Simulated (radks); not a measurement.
# Spin polarisation of the 5d shell in Hf⁺

One table from this session's results is given with a row withheld; the runs are named, their logs left out.

Program: radks (a radial shooting solver on a logarithmic mesh, Libxc functionals) version 1. Level of theory: scalar-relativistic Kohn-Sham, PBE, spin-polarised, spherical densities, finite nucleus. These are calculated values, not measurements, unless marked.

## What is computed

* element: hafnium (Z = 72)
* charge: +1
* electrons: 71
* configuration: [Xe] 4f14 5d(up 0.5, down 0.5) 6s2
* nuclear rms radius: 5.347 fm

A shell typed twice in an input gives spin up, then spin down.

The first run:

The run's settings:

```text
Z 72
configuration [Xe] 4f14 5d0.5 5d0.5 6s2
relativity scalar-relativistic
functional pbe,pbe
spin polarised
nucleus finite rms 5.347 fm
c 137.035999084
```

Steps of the session up to this table: No moment.

One of the session's tables, all rows but one given; the rest of the session is left out.

Sizes of the orbitals, from the radial functions (bohr):

```
level     <r>  outermost maximum (interpolated)  90 % within  nodes
   4s  0.4683                             0.437        0.673      3
   4p  0.4977                             0.458        0.724      2
   4d  0.5352                             0.471        0.804      1
   5s   1.133                              1.02         1.63      4
   5p       ?                                 ?            ?      ?
   4f  0.6755                             0.455         1.14      0
   6s   3.115                              2.73         4.52      5
   5d   2.170                              1.63         3.44      2
```

Estimate the missing values for 5p.

The run gave: <r>: 1.333; outermost maximum (interpolated): 1.16; 90 % within: 1.96; nodes: 3. In the column «<r>» it lies between 5s (1.133) and 5d (2.170).
